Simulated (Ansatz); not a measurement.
# SiOF2 + H2O: a complex and its separated parts

The complex below is one end of an elementary step. How strongly is it bound against its free parts?

Program: Ansatz 0.2.0, Gaussian basis. Level of theory: PBE0-D4/def2-TZVP structures, single points in def2-TZVPP, no counterpoise correction. These are calculated values, not measurements.

Levels: SPW92, PBE-D4, BLYP-D4, r2SCAN-D4, B97M-V, PBE0-D4, B3LYP-D4, r2SCAN0-D4, BHLYP-D4, CAM-B3LYP-D4, wB97X-V, wB97M-V, B2PLYP, PBE-QIDH, RPA on PBE, Hartree-Fock, MP2, CCSD, CCSD(T).

Cores are frozen in the correlated methods. B3LYP uses VWN-RPA correlation. B2PLYP carries no dispersion term here.

56 further runs of the same task are left out: 56 set aside as unsound or not needed. Runs told in other sessions of the task aren't counted.

## 1. The system as given

The complex: 7 atoms, charge 0, spin multiplicity 1.

Atoms are counted from 1 here; the program's logs count them from 0.

Bond lengths: Si1–O2 1.880 Å, Si1–O3 1.514 Å, Si1–F5 1.589 Å, Si1–F6 1.578 Å, O2–H4 0.972 Å, O2–H7 0.967 Å. Angles: O2–Si1–O3 100.8°, O2–Si1–F5 95.3°, O2–Si1–F6 98.4°, O3–Si1–F5 124.8°, O3–Si1–F6 125.5°, F5–Si1–F6 103.3°, Si1–O2–H4 101.2°, Si1–O2–H7 117.1°, H4–O2–H7 110.0°.

Coordinates:

```xyz
7

Si   -0.6348    0.0113    0.5037
O     0.9188   -0.2465   -0.5239
O    -1.6382   -0.7990   -0.2890
H     0.5600   -0.7239   -1.2909
F    -0.5475    1.5975    0.5048
F    -0.0463   -0.3855    1.9134
H     1.3879    0.5459   -0.8180
```

Its parts: SiOF2 holds atoms 1, 3, 5, 6; H2O holds atoms 2, 4, 7. Each part counts its atoms afresh in its own runs.

## 2. Relaxing SiOF2 alone

File relax-a/in.yaml:

```yaml
crystal:
  periodic: [false, false, false]
  atoms:
    - {symbol: Si, position_ang: [-0.634768, 0.011322, 0.503700]}
    - {symbol: O, position_ang: [-1.638230, -0.798969, -0.288960]}
    - {symbol: F, position_ang: [-0.547516, 1.597543, 0.504750]}
    - {symbol: F, position_ang: [-0.046272, -0.385464, 1.913429]}
basis:
  gaussian: {orbitals: def2-TZVP}
hamiltonian: {xc: pbe0, dispersion: d4}
relax: {f_tol: 0.005, max_steps: 200}
```

Started as:

```sh
$ ansatz run in.yaml --threads 4 --pin off --events-out ev --progress --plain --max-ram 9574MiB
```

The program printed, cut to the lines that bear on the results:

```text
Functional definition: PBE0
  name "PBE0"
  cite "Adamo & Barone, J. Chem. Phys. 110, 6158 (1999) doi:10.1063/1.478522"
  cite "Perdew, Burke & Ernzerhof, Phys. Rev. Lett. 77, 3865 (1996) doi:10.1103/PhysRevLett.77.3865"
  parent pbe
[...]
731 factors; their error is unknown
[...]
mean field -15354.40395550 eV, -564.2639377758 hartree, gradient 4.1e-5 eV, S^2 0.000000; 0 other end points of the search recorded, 0 dependent functions left out
[...]
reference -15354.40397760 eV, -564.2639385880 hartree; 20, 20 occupied and 110, 110 virtual orbitals, 731 factors
[...]
731 factors; their error is unknown
[...]
mean field -15354.64622109 eV, -564.2728408722 hartree, gradient 5.2e-5 eV, S^2 0.000000; 1 other end points of the search recorded, 0 dependent functions left out
[...]
reference -15354.64624338 eV, -564.2728416913 hartree; 20, 20 occupied and 110, 110 virtual orbitals, 731 factors
Total energy: -15354.70021286 eV, -564.2748250331 hartree
Atom 0 at    -0.772455     0.047147     0.595155 Å, force    -0.000005     0.000298    -0.000135 eV/Å
Atom 1 at    -1.586697    -0.813747    -0.325994 Å, force    -0.000069    -0.000114    -0.000054 eV/Å
Atom 2 at    -0.504237     1.584062     0.479328 Å, force    -0.000019    -0.000076     0.000006 eV/Å
Atom 3 at    -0.003397    -0.393030     1.884430 Å, force     0.000093    -0.000108     0.000183 eV/Å
Dipole moment:     0.266885     0.282162     0.301934 e Å
```

It took 4.9 s on 4 threads of Arm Neoverse V2, shared host.

Relaxation path:

```tsv
step	energy from step 1 (eV)	largest force component (eV/Å)
1	0.0000	1.7552
2	-0.1612	1.2926
3	-0.2394	0.1681
4	-0.2421	0.1266
5	-0.2423	0.0176
6	-0.2423	0.0003
```

Distances of close pairs at the start and the end, largest changes first:

```tsv
bond	before (Å)	after (Å)	change (Å)
Si1–F3	1.589	1.564	-0.024
Si1–F4	1.578	1.564	-0.014
Si1–O2	1.514	1.501	-0.013
```

## 3. Relaxing H2O alone

File relax-b/in.yaml:

```yaml
crystal:
  periodic: [false, false, false]
  atoms:
    - {symbol: O, position_ang: [0.918844, -0.246489, -0.523853]}
    - {symbol: H, position_ang: [0.560009, -0.723869, -1.290921]}
    - {symbol: H, position_ang: [1.387932, 0.545924, -0.818045]}
basis:
  gaussian: {orbitals: def2-TZVP}
hamiltonian: {xc: pbe0, dispersion: d4}
relax: {f_tol: 0.005, max_steps: 200}
```

Started as:

```sh
$ ansatz run in.yaml --threads 4 --pin off --events-out ev --progress --plain --max-ram 9574MiB
```

The program printed, cut to the lines that bear on the results:

```text
[... 5 set-up lines as earlier in the session ...]
[...]
239 factors; their error is unknown
[...]
mean field -2078.30992530 eV, -76.3764810256 hartree, gradient 1.7e-5 eV, S^2 0.000000; 0 other end points of the search recorded, 0 dependent functions left out
[...]
reference -2078.33309076 eV, -76.3773323408 hartree; 5, 5 occupied and 38, 38 virtual orbitals, 239 factors
Total energy: -2078.33734662 eV, -76.3774887405 hartree
Atom 0 at     0.915992    -0.253275    -0.506899 Å, force     0.000205     0.000375    -0.000351 eV/Å
Atom 1 at     0.578267    -0.694751    -1.289092 Å, force    -0.000264    -0.000420    -0.000034 eV/Å
Atom 2 at     1.372526     0.523592    -0.836828 Å, force     0.000059     0.000045     0.000384 eV/Å
Dipole moment:     0.043807     0.123665    -0.410063 e Å
```

Run time: 0.55 s. Hardware: 4 threads of Arm Neoverse V2, shared host.

Along the way:

```tsv
step	energy from step 1 (eV)	largest force component (eV/Å)
1	0.0000	0.6461
2	-0.0187	0.2025
3	-0.0230	0.1024
4	-0.0231	0.0004
```

Distances of close pairs at the start and the end, largest changes first:

```tsv
bond	before (Å)	after (Å)	change (Å)
O1–H2	0.972	0.960	-0.013
O1–H3	0.967	0.960	-0.007
```

## 4. SPW92/def2-TZVPP

File parta/in.yaml:

```yaml
crystal:
  periodic: [false, false, false]
  atoms:
    - {symbol: Si, position_ang: [-0.772455, 0.047147, 0.595155]}
    - {symbol: O, position_ang: [-1.586697, -0.813747, -0.325994]}
    - {symbol: F, position_ang: [-0.504237, 1.584062, 0.479328]}
    - {symbol: F, position_ang: [-0.003397, -0.393030, 1.884430]}
basis:
  gaussian: {orbitals: def2-TZVPP}
hamiltonian: {xc: lda}
```

File partb/in.yaml:

```yaml
crystal:
  periodic: [false, false, false]
  atoms:
    - {symbol: O, position_ang: [0.915992, -0.253275, -0.506899]}
    - {symbol: H, position_ang: [0.578267, -0.694751, -1.289092]}
    - {symbol: H, position_ang: [1.372526, 0.523592, -0.836828]}
basis:
  gaussian: {orbitals: def2-TZVPP}
hamiltonian: {xc: lda}
```

Each run has its own folder and the same command.

Started as:

```sh
$ ansatz run in.yaml --threads 4 --pin off --events-out ev --progress --plain --max-ram 9574MiB
```

parta printed, cut to the lines that bear on the results:

```text
Functional definition: SPW92
  name "SPW92"
  cite "Dirac, Proc. Camb. Phil. Soc. 26, 376 (1930) doi:10.1017/S0305004100016108"
  cite "Slater, Phys. Rev. 81, 385 (1951) doi:10.1103/PhysRev.81.385"
  cite "Perdew & Wang, Phys. Rev. B 45, 13244 (1992) doi:10.1103/PhysRevB.45.13244"
[...]
751 factors; their error is unknown
[...]
mean field -15285.33446460 eV, -561.7256808021 hartree, gradient 2.4e-5 eV, S^2 0.000000; 0 other end points of the search recorded, 0 dependent functions left out
reference -15285.33449281 eV, -561.7256818389 hartree; 20, 20 occupied and 115, 115 virtual orbitals, 751 factors
Total energy: -15285.33449281 eV, -561.7256818389 hartree
```

partb printed, cut to the lines that bear on the results:

```text
[... 5 set-up lines as earlier in the session ...]
[...]
269 factors; their error is unknown
[...]
mean field -2065.39694277 eV, -75.9019376703 hartree, gradient 5.3e-5 eV, S^2 0.000000; 0 other end points of the search recorded, 0 dependent functions left out
reference -2065.39696160 eV, -75.9019383624 hartree; 5, 5 occupied and 54, 54 virtual orbitals, 269 factors
Total energy: -2065.39696160 eV, -75.9019383624 hartree
```

Times: 0.35 s (parta), 0.1 s (partb) on 4 threads of Arm Neoverse V2, shared host.

## 5. PBE-D4/def2-TZVPP

Each input of step 4 (parta, partb) changes in the same lines:

```diff
-hamiltonian: {xc: lda}
+hamiltonian: {xc: pbe, dispersion: d4}
```

Each run has its own folder and the same command.

Started as:

```sh
$ ansatz run in.yaml --threads 4 --pin off --events-out ev --progress --plain --max-ram 9574MiB
```

Log of parta, cut to the lines that bear on the results:

```text
Functional definition: PBE
  name "PBE"
[... 2 set-up lines as earlier in the session ...]
[...]
751 factors; their error is unknown
[...]
mean field -15354.21025844 eV, -564.2568195400 hartree, gradient 4.1e-5 eV, S^2 0.000000; 0 other end points of the search recorded, 0 dependent functions left out
reference -15354.21028883 eV, -564.2568206568 hartree; 20, 20 occupied and 115, 115 virtual orbitals, 751 factors
Total energy: -15354.27569269 eV, -564.2592242044 hartree
```

partb printed, cut to the lines that bear on the results:

```text
[... 4 set-up lines as earlier in the session ...]
[...]
269 factors; their error is unknown
[...]
mean field -2078.40757381 eV, -76.3800695422 hartree, gradient 4.5e-5 eV, S^2 0.000000; 0 other end points of the search recorded, 0 dependent functions left out
reference -2078.40759428 eV, -76.3800702946 hartree; 5, 5 occupied and 54, 54 virtual orbitals, 269 factors
Total energy: -2078.41291137 eV, -76.3802656940 hartree
```

They took 0.5 s (parta), 0.15 s (partb) on 4 threads of Arm Neoverse V2, shared host.

## 6. BLYP-D4/def2-TZVPP

The same edit goes into each in.yaml of step 5 (parta, partb):

```diff
-hamiltonian: {xc: pbe, dispersion: d4}
+hamiltonian: {xc: {name: BLYP}, dispersion: d4}
```

One command serves all of them, each in its own folder.

Started as:

```sh
$ ansatz run in.yaml --threads 4 --pin off --events-out ev --progress --plain --max-ram 9574MiB
```

Output in parta, cut to the lines that bear on the results:

```text
Functional definition: BLYP
  name "BLYP"
  cite "Becke, Phys. Rev. A 38, 3098 (1988) doi:10.1103/PhysRevA.38.3098"
  cite "Lee, Yang & Parr, Phys. Rev. B 37, 785 (1988) doi:10.1103/PhysRevB.37.785"
[...]
751 factors; their error is unknown
[...]
mean field -15365.06051382 eV, -564.6555590706 hartree, gradient 8.1e-5 eV, S^2 0.000000; 0 other end points of the search recorded, 0 dependent functions left out
reference -15365.06076855 eV, -564.6555684318 hartree; 20, 20 occupied and 115, 115 virtual orbitals, 751 factors
Total energy: -15365.21002729 eV, -564.6610535894 hartree
```

Output in partb, cut to the lines that bear on the results:

```text
[... 4 set-up lines as earlier in the session ...]
[...]
269 factors; their error is unknown
[...]
mean field -2080.27678662 eV, -76.4487618460 hartree, gradient 8.7e-5 eV, S^2 0.000000; 0 other end points of the search recorded, 0 dependent functions left out
reference -2080.27697617 eV, -76.4487688118 hartree; 5, 5 occupied and 54, 54 virtual orbitals, 269 factors
Total energy: -2080.28981867 eV, -76.4492407649 hartree
```

They took 0.5 s (parta), 0.15 s (partb) on 4 threads of Arm Neoverse V2, shared host.

## 7. r2SCAN-D4/def2-TZVPP

Each input of step 6 (parta, partb) changes in the same lines:

```diff
-hamiltonian: {xc: {name: BLYP}, dispersion: d4}
+hamiltonian: {xc: r2scan, dispersion: d4}
```

One command serves all of them, each in its own folder.

Started as:

```sh
$ ansatz run in.yaml --threads 4 --pin off --events-out ev --progress --plain --max-ram 9574MiB
```

parta printed, cut to the lines that bear on the results:

```text
Functional definition: r2SCAN
  name "r2SCAN"
  cite "Furness, Kaplan, Ning, Perdew & Sun, J. Phys. Chem. Lett. 11, 8208 (2020) doi:10.1021/acs.jpclett.0c02405"
  cite "Furness, Kaplan, Ning, Perdew & Sun, J. Phys. Chem. Lett. 11, 9248 (2020) doi:10.1021/acs.jpclett.0c03077"
  parent r2scan
[...]
751 factors; their error is unknown
[...]
mean field -15361.59644978 eV, -564.5282570653 hartree, gradient 5.1e-5 eV, S^2 0.000000; 0 other end points of the search recorded, 0 dependent functions left out
reference -15361.59645871 eV, -564.5282573935 hartree; 20, 20 occupied and 115, 115 virtual orbitals, 751 factors
Total energy: -15361.61085320 eV, -564.5287863812 hartree
```

Output in partb, cut to the lines that bear on the results:

```text
[... 5 set-up lines as earlier in the session ...]
[...]
269 factors; their error is unknown
[...]
mean field -2079.58115230 eV, -76.4231977562 hartree, gradient 8.5e-5 eV, S^2 0.000000; 0 other end points of the search recorded, 0 dependent functions left out
reference -2079.58115750 eV, -76.4231979475 hartree; 5, 5 occupied and 54, 54 virtual orbitals, 269 factors
Total energy: -2079.58243004 eV, -76.4232447123 hartree
```

Wall times: 1.1 s (parta), 0.35 s (partb) on 4 threads of Arm Neoverse V2, shared host.

## 8. B97M-V/def2-TZVPP

Each input of step 7 (parta, partb) changes in the same lines:

```diff
-hamiltonian: {xc: r2scan, dispersion: d4}
+hamiltonian: {xc: {name: B97M-V}}
```

The same command starts each run, in its folder.

Started as:

```sh
$ ansatz run in.yaml --threads 4 --pin off --events-out ev --progress --plain --max-ram 9574MiB
```

Log of parta, cut to the lines that bear on the results:

```text
Functional definition: B97M-V
  name "B97M-V"
  cite "Mardirossian & Head-Gordon, J. Chem. Phys. 142, 074111 (2015) doi:10.1063/1.4907719"
  cite "Becke, J. Chem. Phys. 107, 8554 (1997) doi:10.1063/1.475007"
  cite "Vydrov & Van Voorhis, J. Chem. Phys. 133, 244103 (2010) doi:10.1063/1.3521275"
  # Of w^i u^j: cxij and so on, Table III.
[...]
  gx(w, u) = cx00 + cx01*u + cx02*u^2 + (cx10 + cx11*u)*w
[...]
  gos(w, u) = cos00 + cos01*u + cos03*u^3 + cos10*w + cos32*w^3*u^2
[...]
      + integral(e_c_pw_mod_opposite_spin*gos(b97_w_opposite, b97_u_opposite)) + vv10(b, c)
751 factors; their error is unknown
[...]
mean field -15360.80401350 eV, -564.4991355691 hartree, gradient 3.2e-5 eV, S^2 0.000000; 0 other end points of the search recorded, 0 dependent functions left out
reference -15360.80405876 eV, -564.4991372324 hartree; 20, 20 occupied and 115, 115 virtual orbitals, 751 factors
Total energy: -15360.80405876 eV, -564.4991372324 hartree
```

partb printed, cut to the lines that bear on the results:

```text
[... 5 set-up lines as earlier in the session ...]
  # Of w^i u^j: cxij and so on, Table III.
[...]
  gx(w, u) = cx00 + cx01*u + cx02*u^2 + (cx10 + cx11*u)*w
[...]
  gos(w, u) = cos00 + cos01*u + cos03*u^3 + cos10*w + cos32*w^3*u^2
[...]
      + integral(e_c_pw_mod_opposite_spin*gos(b97_w_opposite, b97_u_opposite)) + vv10(b, c)
269 factors; their error is unknown
[...]
mean field -2079.93552133 eV, -76.4362205779 hartree, gradient 2.9e-5 eV, S^2 0.000000; 0 other end points of the search recorded, 0 dependent functions left out
reference -2079.93554814 eV, -76.4362215633 hartree; 5, 5 occupied and 54, 54 virtual orbitals, 269 factors
Total energy: -2079.93554814 eV, -76.4362215633 hartree
```

Wall times: 1.8 s (parta), 0.4 s (partb) on 4 threads of Arm Neoverse V2, shared host.

## 9. PBE0-D4/def2-TZVPP

Each input of step 8 (parta, partb) changes in the same lines:

```diff
-hamiltonian: {xc: {name: B97M-V}}
+hamiltonian: {xc: pbe0, dispersion: d4}
+output: {orbitals: {seedname: orbitals}}
```

Each run has its own folder and the same command.

Started as:

```sh
$ ansatz run in.yaml --threads 4 --pin off --events-out ev --progress --plain --max-ram 9574MiB
```

Output in parta, cut to the lines that bear on the results:

```text
[... 5 set-up lines as earlier in the session ...]
[...]
754 factors; their error is unknown
[...]
mean field -15354.65641525 eV, -564.2732155005 hartree, gradient 5.8e-5 eV, S^2 0.000000; 0 other end points of the search recorded, 0 dependent functions left out
reference -15354.65643754 eV, -564.2732163198 hartree; 20, 20 occupied and 115, 115 virtual orbitals, 754 factors
Total energy: -15354.71040702 eV, -564.2751996616 hartree
```

Log of partb, cut to the lines that bear on the results:

```text
[... 5 set-up lines as earlier in the session ...]
[...]
269 factors; their error is unknown
[...]
mean field -2078.42782329 eV, -76.3808136970 hartree, gradient 1.3e-5 eV, S^2 0.000000; 0 other end points of the search recorded, 0 dependent functions left out
reference -2078.42783780 eV, -76.3808142300 hartree; 5, 5 occupied and 54, 54 virtual orbitals, 269 factors
Total energy: -2078.43209365 eV, -76.3809706296 hartree
```

They took 0.6 s (parta), 0.15 s (partb) on 4 threads of Arm Neoverse V2, shared host.

## 10. B3LYP-D4/def2-TZVPP

Each input of step 9 (parta, partb) changes in the same lines:

```diff
-hamiltonian: {xc: pbe0, dispersion: d4}
-output: {orbitals: {seedname: orbitals}}
+hamiltonian: {xc: {name: B3LYP}, dispersion: d4}
```

The same command starts each run, in its folder.

Started as:

```sh
$ ansatz run in.yaml --threads 4 --pin off --events-out ev --progress --plain --max-ram 9574MiB
```

Log of parta, cut to the lines that bear on the results:

```text
Functional definition: B3LYP
  name "B3LYP"
  cite "Stephens, Devlin, Chabalowski & Frisch, J. Phys. Chem. 98, 11623 (1994) doi:10.1021/j100096a001"
[... 2 set-up lines as earlier in the session ...]
  cite "Vosko, Wilk & Nusair, Can. J. Phys. 58, 1200 (1980) doi:10.1139/p80-159"
[...]
754 factors; their error is unknown
[...]
mean field -15365.88964247 eV, -564.6860289867 hartree, gradient 3.1e-5 eV, S^2 0.000000; 0 other end points of the search recorded, 0 dependent functions left out
reference -15365.88982894 eV, -564.6860358393 hartree; 20, 20 occupied and 115, 115 virtual orbitals, 754 factors
Total energy: -15365.99692693 eV, -564.6899716177 hartree
```

Log of partb, cut to the lines that bear on the results:

```text
[... 6 set-up lines as earlier in the session ...]
[...]
269 factors; their error is unknown
[...]
mean field -2080.76396032 eV, -76.4666651491 hartree, gradient 1.2e-5 eV, S^2 0.000000; 0 other end points of the search recorded, 0 dependent functions left out
reference -2080.76409868 eV, -76.4666702338 hartree; 5, 5 occupied and 54, 54 virtual orbitals, 269 factors
Total energy: -2080.77252479 eV, -76.4669798876 hartree
```

They took 0.65 s (parta), 0.15 s (partb) on 4 threads of Arm Neoverse V2, shared host.

## 11. r2SCAN0-D4/def2-TZVPP

The same edit goes into each in.yaml of step 10 (parta, partb):

```diff
-hamiltonian: {xc: {name: B3LYP}, dispersion: d4}
+hamiltonian: {xc: {name: r2SCAN0}, dispersion: d4}
```

Each run has its own folder and the same command.

Started as:

```sh
$ ansatz run in.yaml --threads 4 --pin off --events-out ev --progress --plain --max-ram 9574MiB
```

Log of parta, cut to the lines that bear on the results:

```text
Functional definition: r2SCAN0
  name "r2SCAN0"
  cite "Bursch, Neugebauer, Ehlert & Grimme, J. Chem. Phys. 156, 134105 (2022) doi:10.1063/5.0086040"
[... 3 set-up lines as earlier in the session ...]
[...]
754 factors; their error is unknown
[...]
mean field -15360.29015100 eV, -564.4802514707 hartree, gradient 1.3e-5 eV, S^2 0.000000; 0 other end points of the search recorded, 0 dependent functions left out
reference -15360.29015796 eV, -564.4802517263 hartree; 20, 20 occupied and 115, 115 virtual orbitals, 754 factors
Total energy: -15360.30720215 eV, -564.4808780887 hartree
```

Log of partb, cut to the lines that bear on the results:

```text
[... 6 set-up lines as earlier in the session ...]
[...]
269 factors; their error is unknown
[...]
mean field -2079.27470952 eV, -76.4119361920 hartree, gradient 2.0e-5 eV, S^2 0.000000; 0 other end points of the search recorded, 0 dependent functions left out
reference -2079.27471362 eV, -76.4119363427 hartree; 5, 5 occupied and 54, 54 virtual orbitals, 269 factors
Total energy: -2079.27611779 eV, -76.4119879447 hartree
```

They took 1.2 s (parta), 0.4 s (partb) on 4 threads of Arm Neoverse V2, shared host.

## 12. BHLYP-D4/def2-TZVPP

Each input of step 11 (parta, partb) changes in the same lines:

```diff
-hamiltonian: {xc: {name: r2SCAN0}, dispersion: d4}
+hamiltonian: {xc: {name: BHLYP}, dispersion: d4}
```

The same command starts each run, in its folder.

Started as:

```sh
$ ansatz run in.yaml --threads 4 --pin off --events-out ev --progress --plain --max-ram 9574MiB
```

Output in parta, cut to the lines that bear on the results:

```text
Functional definition: BHLYP
  name "BHLYP"
  cite "Becke, J. Chem. Phys. 98, 1372 (1993) doi:10.1063/1.464304"
[... 2 set-up lines as earlier in the session ...]
[...]
837 factors; their error is unknown
[...]
mean field -15362.47014440 eV, -564.5603647505 hartree, gradient 1.8e-5 eV, S^2 0.000000; 0 other end points of the search recorded, 0 dependent functions left out
reference -15362.47026933 eV, -564.5603693415 hartree; 20, 20 occupied and 115, 115 virtual orbitals, 837 factors
Total energy: -15362.55024765 eV, -564.5633084904 hartree
```

partb printed, cut to the lines that bear on the results:

```text
[... 5 set-up lines as earlier in the session ...]
[...]
295 factors; their error is unknown
[...]
mean field -2079.57890696 eV, -76.4231152414 hartree, gradient 2.0e-5 eV, S^2 0.000000; 0 other end points of the search recorded, 0 dependent functions left out
reference -2079.57899775 eV, -76.4231185780 hartree; 5, 5 occupied and 54, 54 virtual orbitals, 295 factors
Total energy: -2079.58394959 eV, -76.4233005549 hartree
```

They took 0.7 s (parta), 0.15 s (partb) on 4 threads of Arm Neoverse V2, shared host.

[end of part 1 of 2]
